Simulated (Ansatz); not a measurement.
# C2H7AlOS: the cost of one run

Computed with Ansatz 0.2.0, Gaussian basis. Level: functionals in def2-TZVPP, the program's frozen cores in correlated methods.

Plan: PBE-D4, r2SCAN-D4, PBE0-D4, B3LYP-D4, ωB97X-V, ωB97M-V, B2PLYP; CCSD(T)/def2-TZVPP; MP2/def2-QZVPP; extrapolation to the limit.

### 1 The geometry

The geometry comes from an earlier relaxation with PBE0-D4 in a triple-zeta def2 set; it is a stationary point, not always the lowest conformer.

SMILES `[AlH2][CH2]OCS`, 12 atoms, charge 0, spin multiplicity 1.

Atoms are counted from 1 here; the program's logs count them from 0.

Bond lengths: Al1–C2 1.969 Å, Al1–H6 1.584 Å, Al1–H7 1.589 Å, C2–O3 1.419 Å, C2–H8 1.103 Å, C2–H9 1.104 Å, O3–C4 1.388 Å, C4–S5 1.822 Å, C4–H10 1.089 Å, C4–H11 1.098 Å, S5–H12 1.342 Å. Angles: C2–Al1–H6 121.7°, C2–Al1–H7 117.1°, H6–Al1–H7 121.2°, Al1–C2–O3 111.2°, Al1–C2–H8 109.2°, Al1–C2–H9 110.8°, O3–C2–H8 110.1°, O3–C2–H9 110.2°, H8–C2–H9 105.1°, C2–O3–C4 114.3°, O3–C4–S5 115.3°, O3–C4–H10 107.3°, O3–C4–H11 111.6°, S5–C4–H10 108.9°, S5–C4–H11 104.3°, H10–C4–H11 109.3°, C4–S5–H12 96.0°.

### 2 PBE-D4 (GGA)

Contents of in.yaml:

```yaml
crystal:
  periodic: [false, false, false]
  atoms:
    - {symbol: Al, position_ang: [-0.389313, 1.170171, 2.160147]}
    - {symbol: C, position_ang: [-0.365539, -0.154189, 0.702977]}
    - {symbol: O, position_ang: [0.734769, 0.061181, -0.167230]}
    - {symbol: C, position_ang: [0.778186, -0.797882, -1.257064]}
    - {symbol: S, position_ang: [-0.525884, -0.541901, -2.503371]}
    - {symbol: H, position_ang: [0.635797, 2.377217, 2.204943]}
    - {symbol: H, position_ang: [-1.494649, 0.987239, 3.287028]}
    - {symbol: H, position_ang: [-1.312236, -0.091239, 0.140020]}
    - {symbol: H, position_ang: [-0.338198, -1.181562, 1.106449]}
    - {symbol: H, position_ang: [1.750429, -0.669348, -1.731175]}
    - {symbol: H, position_ang: [0.660120, -1.845695, -0.951112]}
    - {symbol: H, position_ang: [-0.056582, 0.631006, -2.957613]}
basis:
  gaussian: {orbitals: def2-TZVPP}
hamiltonian: {xc: pbe, dispersion: d4}
output: {forces: true, orbitals: {seedname: orbitals}}
```

Run with:

```console
> ansatz run in.yaml --threads 4 --pin off --events-out ev --progress --plain --max-ram 10444MiB
```

What time and memory should one allow on 4 threads of Arm Neoverse V1, shared host?

About 3.2 s, with a peak of 0.39 GiB.
